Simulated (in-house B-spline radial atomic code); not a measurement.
# Ta⁴⁺: highest level by several methods

In exact Kohn-Sham theory the highest occupied level equals minus the energy to remove an electron. How near do common methods come for Ta⁴⁺?

The numbers are computed with in-house B-spline radial atomic code version 1 (scalar-relativistic (X2C), several functionals, spin-polarised; spherical all-electron atom at the radial basis limit), except any that are marked as measured or tabulated.

## Step 1: The system

```
element       : tantalum (Z = 73)
charge        : +4
electrons     : 69
configuration : [Xe] 4f14 5d1
nucleus       : Fermi, rms radius 5.351 fm
```

Outer shells as boxes (Hund's rule):

[Xe] 4f14 5d1
```
[Xe] core
4f [↑↓][↑↓][↑↓][↑↓][↑↓][↑↓][↑↓]
5d [↑ ][  ][  ][  ][  ]
```

Where spins are not typed, each open shell is filled with up spins first.

## Step 2: PW91, a GGA

Settings, as recorded:

```ini
Z = 73
electrons = 69.0
configuration = [Xe] 4f14 5d1
hamiltonian = x2c
method = pw91,pw91
spin_polarised = True
nucleus = fermi
rms_radius = 5.3507
mass_number = 181
atomic_mass = 180.947998528
speed_of_light = 137.035999084
```

## Step 3: exchange-only LDA

The settings differ from step 2 so:

```diff
@@ -4,3 +4,3 @@
 hamiltonian = x2c
-method = pw91,pw91
+method = lda,
 spin_polarised = True
```

## Step 4: Hartree-Fock

The settings differ from step 3 so:

```diff
@@ -4,3 +4,3 @@
 hamiltonian = x2c
-method = lda,
+method = hf
 spin_polarised = True
```

## Step 5: PBEsol, a GGA

The settings differ from step 4 so:

```diff
@@ -4,3 +4,3 @@
 hamiltonian = x2c
-method = hf
+method = pbesol
 spin_polarised = True
```

## Step 6: revTPSS, a meta-GGA

The settings differ from step 5 so:

```diff
@@ -4,3 +4,3 @@
 hamiltonian = x2c
-method = pbesol
+method = revtpss,revtpss
 spin_polarised = True
```

**Question.** The tabulated ionisation energy is 48.272 ± 0.025 eV (semi-empirical; NIST Atomic Spectra Database). What does each method give, and which comes nearest?

**Answer**, as computed:

| method | rung | total energy (hartree) | −ε highest (eV) | −ε less tabulated (eV) |
| --- | --- | --- | --- | --- |
| exchange-only LDA | LDA | -15584.8489 | 40.461 (5d up) | -7.811 |
| PW91 | GGA | -15603.9081 | 41.622 (5d up) | -6.650 |
| PBEsol | GGA | -15597.3290 | 41.548 (5d up) | -6.724 |
| revTPSS | meta-GGA | -15600.2314 | 41.340 (5d up) | -6.932 |
| Hartree-Fock | Hartree-Fock | -15597.2728 | 47.048 (5d up) | -1.224 |

**Reading.** The tabulated ionisation energy is 48.272 ± 0.025 eV (semi-empirical; NIST Atomic Spectra Database). Hartree-Fock comes nearest (-1.224 eV) and exchange-only LDA is farthest (-7.811 eV, 16 %). Mean absolute error by rung (exchange-only levels left out): GGA 6.69 eV, meta-GGA 6.93 eV, Hartree-Fock 1.22 eV. Relativistic terms that these runs lack can be as large as the gaps between close methods, so the nearest may be so by luck. Spin-orbit coupling is left out. Open shells are averaged (over orientations, and over spins where the run is restricted), while tables refer to the lowest levels. Every semilocal functional puts the level too high: its potential dies off too fast far from the nucleus, because each electron partly repels itself. A difference of total energies usually does far better than −ε.

Members of this set that are not shown: 1 did not converge; 4 used exact exchange with fractional occupations of an open shell, which is unsound here.
